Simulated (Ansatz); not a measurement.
Working through a ladder of basis sets of CHClI, SMILES Cl[CH]I

With Ansatz 0.2.0 through its Python package.

Interactive session:
```pycon
>>> import warnings
>>> import ansatz as az
>>> warnings.simplefilter('ignore', az.DeckWarning)
>>> system = (
...     az.Crystal.molecule()
...     .atom('Cl', [-1.5137, 0.0804, -0.5749])
...     .atom('C', [0.0533, 0.157, -0.0462])
...     .atom('I', [0.8823, -1.4072, 0.8393])
...     .atom('H', [0.6336, 1.1095, -0.2386])
... )
>>> base = system.calculation()
>>> base = base.functional('b3lyp', dispersion='d3bj').spin('collinear', total=1)
>>> energies = {}
>>> for basis in ['def2-SVP', 'def2-SVPD', 'def2-TZVP', 'def2-TZVPP']:
...     summary = base.basis(gaussian=basis).run(threads=1, backend='cpu').report
...     size = summary['n_frozen'] + summary['n_occupied'][0] + summary['n_virtual'][0]
...     energies[basis] = (summary['reference_energy_ev'] / 27.211386246, summary['free_energy_ev'] / 27.211386246)
...     print(f'{basis:14s} {size:4d} orbitals  reference {energies[basis][0]:14.6f} Ha  total {energies[basis][1]:14.6f} Ha')
...
def2-SVP         63 orbitals  reference    -796.463735 Ha  total    -796.471041 Ha
def2-SVPD        90 orbitals  reference    -796.476265 Ha  total    -796.483571 Ha
def2-TZVP       124 orbitals  reference    -796.683632 Ha  total    -796.690938 Ha
def2-TZVPP      137 orbitals  reference    -796.684144 Ha  total    -796.691450 Ha
>>> last = energies['def2-TZVPP'][1]
>>> for basis, (_, total) in energies.items():
...     print(f'{basis:14s} lies {27.211386 * (total - last):9.4f} eV above def2-TZVPP')
...
def2-SVP       lies    5.9976 eV above def2-TZVPP
def2-SVPD      lies    5.6567 eV above def2-TZVPP
def2-TZVP      lies    0.0139 eV above def2-TZVPP
def2-TZVPP     lies    0.0000 eV above def2-TZVPP
```

Against def2-SVP: def2-SVPD -12.5 mHa, def2-TZVP -219.9 mHa and def2-TZVPP -220.4 mHa. The last step alone is -0.51 mHa (these two sets differ little on atoms other than hydrogen). From the first set to the last the time grows from 2.0 to 3.5 s.

The drop along the ladder measures the basis error, and is no property of the molecule. The geometry is a force-field or estimated start, not a minimum of this method, and the last set is no limit. Much of the fall in a total is atomic energy, which cancels in bond and reaction energies. def2 sets replace the cores of elements past krypton by effective core potentials. The species is open-shell (spin multiplicity 2). Total less reference energy is the dispersion correction. b3lyp holds the VWN-RPA fit, as in Gaussian; the form of ORCA and Turbomole is b3lyp5. Finished in 12 s on 1 thread of Intel(R) Xeon(R) Processor @ 2.30GHz, with other jobs on the host, peak memory 0.43 GiB.
